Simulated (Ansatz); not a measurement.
# MgO2: energy and stress against strain

This session takes MgO2 and sets out to strain the cell along the Voigt pattern (1, 1, 0, 0, 0, 0).

Program: Ansatz 0.2.0. Level of theory: DFT PBEsol, scalar-relativistic, plane waves, PAW. These are calculated values, not measurements.

1 further run of the same task is left out (set aside as unsound or not needed). Runs told in other sessions of the task aren't counted.

## Step 1: The system as given

Symmetry: R-3m, No. 166, trigonal system. The conventional cell has a = 3.168 Å, b = 3.168 Å, c = 10.372 Å, α = 90.00°, β = 90.00°, γ = 120.00°. Mg (site symmetry -3m) has 6 O at 2.08 Å in its first shell of neighbours. O (site symmetry 3m) has 1 O at 1.47 Å and 3 Mg at 2.08 Å in its first shell of neighbours.

Coordinates:

```cif
data_structure
_symmetry_space_group_name_H-M 'P 1'
_symmetry_Int_Tables_number 1
_cell_length_a 3.9113
_cell_length_b 3.9113
_cell_length_c 3.9113
_cell_angle_alpha 47.774
_cell_angle_beta 47.774
_cell_angle_gamma 47.774
_cell_volume 30.04
loop_
_atom_site_label
_atom_site_type_symbol
_atom_site_fract_x
_atom_site_fract_y
_atom_site_fract_z
_atom_site_occupancy
Mg1 Mg 0.00000 0.00000 0.00000 1
O1 O 0.42914 0.42914 0.42914 1
O2 O 0.57086 0.57086 0.57086 1
```

It goes back to an entry of the Materials Project, which need not be the stable form.

This cell was relaxed beforehand with the same method: volume 10.01 Å³/atom, gap on the mesh 2.48 eV.

## Step 2: The undisturbed cell

input.yaml

```yaml
crystal:
  lattice:
    - [1.5838234698, 0.9144209066, 3.457370625]
    - [-1.5838234698, 0.9144209066, 3.457370625]
    - [0.0, -1.8288418132, 3.457370625]
  atoms:
    - { symbol: Mg, position: [0.0, 0.0, 0.0] }
    - { symbol: O, position: [0.4291433728, 0.4291433728, 0.4291433728] }
    - { symbol: O, position: [0.5708566272, 0.5708566272, 0.5708566272] }
basis:
  ecutwfc: 420
kpoints:
  mp_grid: { grid: [12, 12, 12] }
hamiltonian:
  xc: pbesol
scf:
  occupations: { method: gaussian, width: 0.05 }
output:
  forces: true
  stress: true
  eigenvalues: true
```

Run with:

```sh
ansatz run input.yaml --threads 1 --pin off --max-ram 2560MiB --backend cpu --events-out ev --progress --plain --runs-dir out
```

## Step 3: Next: energy and stress against strain

The cell is strained by ε times the Voigt pattern (1, 1, 0, 0, 0, 0) (xx, yy, zz, yz, xz, xy; engineering shear), with fractional coordinates fixed (clamped ions). The stress on the pattern is the sum of the stress components weighted by it, tension positive.

## Step 4: At ε = -0.0200

Changes to input.yaml since step 2:

```diff
@@ -2,5 +2,5 @@
   lattice:
-    - [1.5838234698, 0.9144209066, 3.457370625]
-    - [-1.5838234698, 0.9144209066, 3.457370625]
-    - [0.0, -1.8288418132, 3.457370625]
+    - [1.5521470004, 0.8961324885, 3.457370625]
+    - [-1.5521470004, 0.8961324885, 3.457370625]
+    - [0.0, -1.792264977, 3.457370625]
   atoms:
```

## Step 5: At ε = 0.0150

Changes to input.yaml since step 4:

```diff
@@ -2,5 +2,5 @@
   lattice:
-    - [1.5521470004, 0.8961324885, 3.457370625]
-    - [-1.5521470004, 0.8961324885, 3.457370625]
-    - [0.0, -1.792264977, 3.457370625]
+    - [1.6075808218, 0.9281372202, 3.457370625]
+    - [-1.6075808218, 0.9281372202, 3.457370625]
+    - [0.0, -1.8562744404, 3.457370625]
   atoms:
```

## Step 6: ε = -0.0100

Changes to input.yaml since step 5:

```diff
@@ -2,5 +2,5 @@
   lattice:
-    - [1.6075808218, 0.9281372202, 3.457370625]
-    - [-1.6075808218, 0.9281372202, 3.457370625]
-    - [0.0, -1.8562744404, 3.457370625]
+    - [1.5679852351, 0.9052766976, 3.457370625]
+    - [-1.5679852351, 0.9052766976, 3.457370625]
+    - [0.0, -1.8105533951, 3.457370625]
   atoms:
```

## Step 7: ε = 0.0050

Changes to input.yaml since step 6:

```diff
@@ -2,5 +2,5 @@
   lattice:
-    - [1.5679852351, 0.9052766976, 3.457370625]
-    - [-1.5679852351, 0.9052766976, 3.457370625]
-    - [0.0, -1.8105533951, 3.457370625]
+    - [1.5917425871, 0.9189930112, 3.457370625]
+    - [-1.5917425871, 0.9189930112, 3.457370625]
+    - [0.0, -1.8379860223, 3.457370625]
   atoms:
```

## Step 8: ε = 0.0200

Changes to input.yaml since step 7:

```diff
@@ -2,5 +2,5 @@
   lattice:
-    - [1.5917425871, 0.9189930112, 3.457370625]
-    - [-1.5917425871, 0.9189930112, 3.457370625]
-    - [0.0, -1.8379860223, 3.457370625]
+    - [1.6154999392, 0.9327093248, 3.457370625]
+    - [-1.6154999392, 0.9327093248, 3.457370625]
+    - [0.0, -1.8654186495, 3.457370625]
   atoms:
```

## Step 9: Point ε = -0.0150

Changes to input.yaml since step 8:

```diff
@@ -2,5 +2,5 @@
   lattice:
-    - [1.6154999392, 0.9327093248, 3.457370625]
-    - [-1.6154999392, 0.9327093248, 3.457370625]
-    - [0.0, -1.8654186495, 3.457370625]
+    - [1.5600661177, 0.900704593, 3.457370625]
+    - [-1.5600661177, 0.900704593, 3.457370625]
+    - [0.0, -1.801409186, 3.457370625]
   atoms:
```

## Step 10: At ε = 0.0100

Changes to input.yaml since step 9:

```diff
@@ -2,5 +2,5 @@
   lattice:
-    - [1.5600661177, 0.900704593, 3.457370625]
-    - [-1.5600661177, 0.900704593, 3.457370625]
-    - [0.0, -1.801409186, 3.457370625]
+    - [1.5996617045, 0.9235651157, 3.457370625]
+    - [-1.5996617045, 0.9235651157, 3.457370625]
+    - [0.0, -1.8471302314, 3.457370625]
   atoms:
```

## Step 11: ε = -0.0050

Changes to input.yaml since step 10:

```diff
@@ -2,5 +2,5 @@
   lattice:
-    - [1.5996617045, 0.9235651157, 3.457370625]
-    - [-1.5996617045, 0.9235651157, 3.457370625]
-    - [0.0, -1.8471302314, 3.457370625]
+    - [1.5759043524, 0.9098488021, 3.457370625]
+    - [-1.5759043524, 0.9098488021, 3.457370625]
+    - [0.0, -1.8196976042, 3.457370625]
   atoms:
```

## Step 12: ε = 0.0175

Changes to input.yaml since step 11:

```diff
@@ -2,5 +2,5 @@
   lattice:
-    - [1.5759043524, 0.9098488021, 3.457370625]
-    - [-1.5759043524, 0.9098488021, 3.457370625]
-    - [0.0, -1.8196976042, 3.457370625]
+    - [1.6115403805, 0.9304232725, 3.457370625]
+    - [-1.6115403805, 0.9304232725, 3.457370625]
+    - [0.0, -1.860846545, 3.457370625]
   atoms:
```

(Steps that only read results are left out.)

What does the calculation give? Wanted: slope of the stress at ε = 0, over ±0.0050.

**Answer**, as computed:

| quantity | value |
| --- | --- |
| slope of the stress at ε = 0, over ±0.0050 | 608 GPa |

In words: The slope of the stress at zero strain, 608 GPa, estimates C11 + C22 + 2 C12 with clamped ions in this Cartesian frame; letting the atoms relax could not make it stiffer. The undisturbed cell stays the lowest of the sampled points. The gap on the mesh stays between 2.42 and 2.52 eV.
